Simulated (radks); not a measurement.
# Pd in [Kr] 4d9 5p1: an all-electron calculation

Aim: the levels, the sizes of the orbitals and the parts of the energy of neutral palladium.

The numbers are computed with radks (a radial shooting solver on a logarithmic mesh, Libxc functionals) version 1 (Dirac Kohn-Sham, PBEsol, spin-unpolarised, spherical densities, point nucleus; open shells fill j = l - 1/2 first), except any that are marked as measured or tabulated.

**1. The atom as given**

- element: palladium (Z = 46)
- charge: 0
- electrons: 46
- configuration: [Kr] 4d9 5p1

**2. The run**

Input:

```text
Z 46
configuration [Kr] 4d9 5p1 5s0 4f0
relativity Dirac
functional pbe_sol,pbe_sol
spin unpolarised
j_filling energy
nucleus point
c 137.035999084
```

What does the calculation give?

As calculated:

| quantity | value |
| --- | --- |
| total energy | -5044.29589 hartree |
| exchange-correlation share of it | 2.81 % |
| −T/E | 1.0444 |
| highest occupied level | 5p1/2, -1.725 eV |
| most extended occupied level | 5p1/2, <r> = 4.66 bohr |
| radius at density 0.001 e/bohr³ | 4.49 bohr |
| maxima of the radial density | 4 |

5 principal shells are occupied and 4 maxima appear in the radial density; where shells overlap, one shows as a shoulder or not at all. −T/E is 1.044: with relativity the kinetic term as defined here no longer equals −E. This is not the tabulated ground configuration, so its levels and sizes aren't those of the ground state, and no measured value stands beside it.
